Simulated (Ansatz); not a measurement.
# C₃H₈O₂Si: small, medium and large basis sets

An exercise on one series of results from a longer session: the logs are not shown, and one member is left open.

Computed with Ansatz 0.2.0, Gaussian basis. Level: one geometry, several basis sets.

Plan: PBE0-D4/def2-SVP; ωB97M-V/def2-SVP; PBE0-D4/def2-QZVPP; ωB97M-V/def2-QZVPP; the functionals' def2-TZVPP values are taken from earlier runs.

## Structure used throughout

An earlier PBE0-D4 in a triple-zeta def2 set relaxation fixed the geometry.

SMILES `CC(C)O[Si]O`, 14 atoms, charge 0, spin multiplicity 1.

Atoms are counted from 1 here; the program's logs count them from 0.

Bond lengths: C1–C2 1.513 Å, C1–H7 1.092 Å, C1–H8 1.093 Å, C1–H9 1.092 Å, C2–C3 1.513 Å, C2–O4 1.425 Å, C2–H10 1.101 Å, C3–H11 1.092 Å, C3–H12 1.093 Å, C3–H13 1.092 Å, O4–Si5 1.655 Å, Si5–O6 1.645 Å, O6–H14 0.963 Å. Angles: C2–C1–H7 110.7°, C2–C1–H8 110.2°, C2–C1–H9 110.6°, H7–C1–H8 108.3°, H7–C1–H9 108.4°, H8–C1–H9 108.5°, C1–C2–C3 112.6°, C1–C2–O4 108.7°, C1–C2–H10 108.9°, C3–C2–O4 108.7°, C3–C2–H10 108.9°, O4–C2–H10 109.0°, C2–C3–H11 110.6°, C2–C3–H12 110.2°, C2–C3–H13 110.7°, H11–C3–H12 108.5°, H11–C3–H13 108.4°, H12–C3–H13 108.3° and more.

Set-up of the first run:

File in.yaml:

```yaml
crystal:
  periodic: [false, false, false]
  atoms:
    - {symbol: C, position_ang: [-0.334417, -1.256205, -0.992443]}
    - {symbol: C, position_ang: [0.084866, -0.476456, 0.234972]}
    - {symbol: C, position_ang: [1.582183, -0.269908, 0.310658]}
    - {symbol: O, position_ang: [-0.551700, 0.798168, 0.206540]}
    - {symbol: Si, position_ang: [-1.610664, 1.323385, 1.365381]}
    - {symbol: O, position_ang: [-1.966304, 2.812153, 0.762242]}
    - {symbol: H, position_ang: [-1.417290, -1.393529, -1.011809]}
    - {symbol: H, position_ang: [-0.039924, -0.720050, -1.897953]}
    - {symbol: H, position_ang: [0.138435, -2.240904, -1.003023]}
    - {symbol: H, position_ang: [-0.245114, -1.021191, 1.132612]}
    - {symbol: H, position_ang: [2.102598, -1.230130, 0.332496]}
    - {symbol: H, position_ang: [1.929092, 0.293155, -0.559257]}
    - {symbol: H, position_ang: [1.850369, 0.288106, 1.209847]}
    - {symbol: H, position_ang: [-1.535233, 3.064204, -0.061664]}
basis:
  gaussian: {orbitals: def2-SVP}
hamiltonian: {xc: pbe0, dispersion: d4}
output: {orbitals: {seedname: orbitals}}
```

On the command line:

```console
$ ansatz run in.yaml --threads 4 --pin off --events-out ev --progress --plain --max-ram 11315MiB
```

Among the steps run: PBE0-D4 in def2-SVP; ωB97M-V in def2-SVP; PBE0-D4 in def2-QZVPP; ωB97M-V in def2-QZVPP.

One of the session's tables, all rows but one given; the rest of the session is left out.

It belongs to the step «Functionals by basis». 

| functional | basis | HOMO (eV) |
| --- | --- | --- |
| PBE0-D4 | def2-SVP | -6.84 |
| PBE0-D4 | def2-TZVPP | -6.95 |
| PBE0-D4 | def2-QZVPP | -6.99 |
| ωB97M-V | def2-SVP | ? |
| ωB97M-V | def2-TZVPP | -9.13 |
| ωB97M-V | def2-QZVPP | -9.18 |

**Question.** Estimate the row for ωB97M-V, def2-SVP.

The run gave: HOMO (eV): -8.99. In the column «HOMO (eV)» it lies between ωB97M-V, def2-TZVPP (-9.13) and PBE0-D4, def2-QZVPP (-6.99).
